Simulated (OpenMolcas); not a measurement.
# Ru²⁺ among point charges: CASSCF and CASPT2 levels and susceptibility

Aim: the splitting of the states of Ru²⁺ in the field of 6 point charges, its lowest levels with spin-orbit coupling and its magnetic susceptibility.

The numbers are computed with OpenMolcas 26.06 (state-averaged CASSCF and CASPT2, spin-orbit coupling by RASSI with atomic mean-field integrals), except any that are marked as measured or tabulated.

### Step 1. The atom as given

| Quantity | Value |
| --- | --- |
| Species | Ru²⁺ (ruthenium, Z = 44, 42 electrons) |
| Basis | ANO-RCC-VDZP [6s5p3d1f], 43 functions |
| Scalar Hamiltonian | DKH2, point nucleus |
| Inactive shells | 1s 2s 2p 3s 3p 3d 4s 4p |
| Active space | 6 electrons in 5 orbitals (4d) |
| Some configurations of this space | 4d6 |
| Orbitals | optimised for each spin and parity, averaged over all roots |

Outer shells as boxes (Hund's rule):

4d6
```
4d [↑↓][↑ ][↑ ][↑ ][↑ ]
```

The ion sits among 6 point charges of -1.7 e arranged as an octahedron (Oh), 2.24 Å from the ion.

Each step is its own input file, run in one work folder so that later steps find the files of earlier ones. Labels, J, g values, rates, χT and fits are worked out afterwards by a script from the matrices that RASSI stores. The input lists half of the charges; inversion (Group=XYZ) makes the rest.

### Step 2. GATEWAY and SEWARD: basis and integrals

a.inp

```
&GATEWAY
Coord
1

Ru 0.0 0.0 0.0
Basis=ANO-RCC-VDZP
Group=XYZ
NoMove
AngMom=0.0 0.0 0.0
AMFI
XField
3 Angstrom 0
2.240000 0.000000 0.000000 -1.700000
0.000000 2.240000 0.000000 -1.700000
0.000000 0.000000 2.240000 -1.700000
&SEWARD
```

Launch:

```
$ OMP_NUM_THREADS=1 MOLCAS_MEM=1689 MOLCAS_PROJECT=a pymolcas a.inp > a.log
```

### Step 3. Reference wave functions, quintets of even parity, 5 roots

a.inp

```
&RASSCF
FileOrb=start.orb
Symmetry=1
Spin=5
nActEl=6 0 0
Inactive=9 9
Ras2=5 0
CIRoot=5 5 1
SDav=5
CIMx=300
Iter=120 100
PrWF=0.3
OrbListing=Nothing
MaxOrb=0
>>> COPY $Project.JobIph JOB001
```

start.orb holds the contracted functions of the basis, ordered by shell, or the orbitals of the step before.

### Step 4. CASSCF: triplets of even parity, 45 roots

a.inp

```
&RASSCF
FileOrb=start.orb
Symmetry=1
Spin=3
nActEl=6 0 0
Inactive=9 9
Ras2=5 0
CIRoot=45 45 1
SDav=45
CIMx=300
Iter=120 100
PrWF=0.3
OrbListing=Nothing
MaxOrb=0
>>> COPY $Project.JobIph JOB002
```

### Step 5. CASSCF: singlets of even parity, 50 roots

a.inp

```
&RASSCF
FileOrb=start.orb
Symmetry=1
Spin=1
nActEl=6 0 0
Inactive=9 9
Ras2=5 0
CIRoot=50 50 1
SDav=50
CIMx=300
Iter=120 100
PrWF=0.3
OrbListing=Nothing
MaxOrb=0
>>> COPY $Project.JobIph JOB003
```

### Step 6. RASSI: spin-orbit coupling between the states

a.inp

```
&RASSI
NrOfJobIphs=3 5 45 50
1 2 3 4 5
1 2 3 4 5 6 7 8 9 10 11 12 13 14 15 16 17 18 19 20 21 22 23 24 25 26 27
28 29 30 31 32 33 34 35 36 37 38 39 40 41 42 43 44 45
1 2 3 4 5 6 7 8 9 10 11 12 13 14 15 16 17 18 19 20 21 22 23 24 25 26 27
28 29 30 31 32 33 34 35 36 37 38 39 40 41 42 43 44 45 46 47 48 49 50
IphNames
JOB001
JOB002
JOB003
EJob
SpinOrbit
DIPRint=1.0
SOCoupling=1000.0
Subsets=2
Property=9
'ANGMOM' 1 'ANGMOM' 2 'ANGMOM' 3 'MLTPL  1' 1 'MLTPL  1' 2 'MLTPL  1' 3
'AMFI' 1 'AMFI' 2 'AMFI' 3
SOProperty=3
'ANGMOM' 1 'ANGMOM' 2 'ANGMOM' 3
```

### Step 7. CASPT2: IPEA 0.25, imaginary shift 0.1 (closed shells correlated: 4s 4p)

a.inp

```
>>> COPY JOB001 $Project.JobIph
&CASPT2
Multistate=5 1 2 3 4 5
NoMult
Frozen=8 6
IPEA=0.25
Imaginary=0.1
MaxIter=60
WThr=0.0 0.3 0.05
PrWF=0.5
NoMix
>>> COPY JOB002 $Project.JobIph
&CASPT2
Multistate=45 1 2 3 4 5 6 7 8 9 10 11 12 13 14 15 16 17 18 19 20 21 22
23 24 25 26 27 28 29 30 31 32 33 34 35 36 37 38 39 40 41 42 43 44 45
NoMult
Frozen=8 6
IPEA=0.25
Imaginary=0.1
MaxIter=60
WThr=0.0 0.3 0.05
PrWF=0.5
NoMix
>>> COPY JOB003 $Project.JobIph
&CASPT2
Multistate=50 1 2 3 4 5 6 7 8 9 10 11 12 13 14 15 16 17 18 19 20 21 22
23 24 25 26 27 28 29 30 31 32 33 34 35 36 37 38 39 40 41 42 43 44 45 46
47 48 49 50
NoMult
Frozen=8 6
IPEA=0.25
Imaginary=0.1
MaxIter=60
WThr=0.0 0.3 0.05
PrWF=0.5
NoMix
```

(Steps that only read results are left out.)

Before running it: what results should come out? Wanted: spin-free ground state; first state of the same spin within the active space; lowest level; next level.

As calculated:

```
                                            quantity                                                                        value
                                              method  SS-CASPT2, IPEA 0.25, imaginary shift 0.1 (closed shells correlated: 4s 4p)
                              spin-free ground state                                              5T2, 3-fold in its orbital part
first state of the same spin within the active space                                                              5E at 8510 cm⁻¹
                                        lowest level                                                                    3-fold T2
                                          next level                                                                   385.4 cm⁻¹
                                         χT at 300 K                                                               4.34 cm³ K/mol
                           effective moment at 300 K                                                                      5.89 μB
```

Cost by method:

```csv
method,time of its own steps,time with the reference
A. CASSCF,26 s,26 s
"B. SS-CASPT2, IPEA 0.25, imaginary shift 0.1, +4s 4p",6.6 s,33 s
```

Times are of one thread on a shared host.

In words: The spin-free ground state (5T2) comes to 100 % from free-ion D terms and keeps the highest spin of the shell. χT at 300 K is 4.34, against 3.01 cm³ K/mol for the spin alone, so orbital moment adds to it. An active space of the d shell alone favours high spin; real ions in strong fields can be low spin. CASPT2 does not keep the components of a term degenerate, and the means are used. The field of point charges can differ much from that of real complexes. With metal d orbitals alone active, the gaps between spin states are rough; where two lie within a few thousand cm-1, their order is open. Point charges carry no covalency, so the field is a model and not that of real ligands.
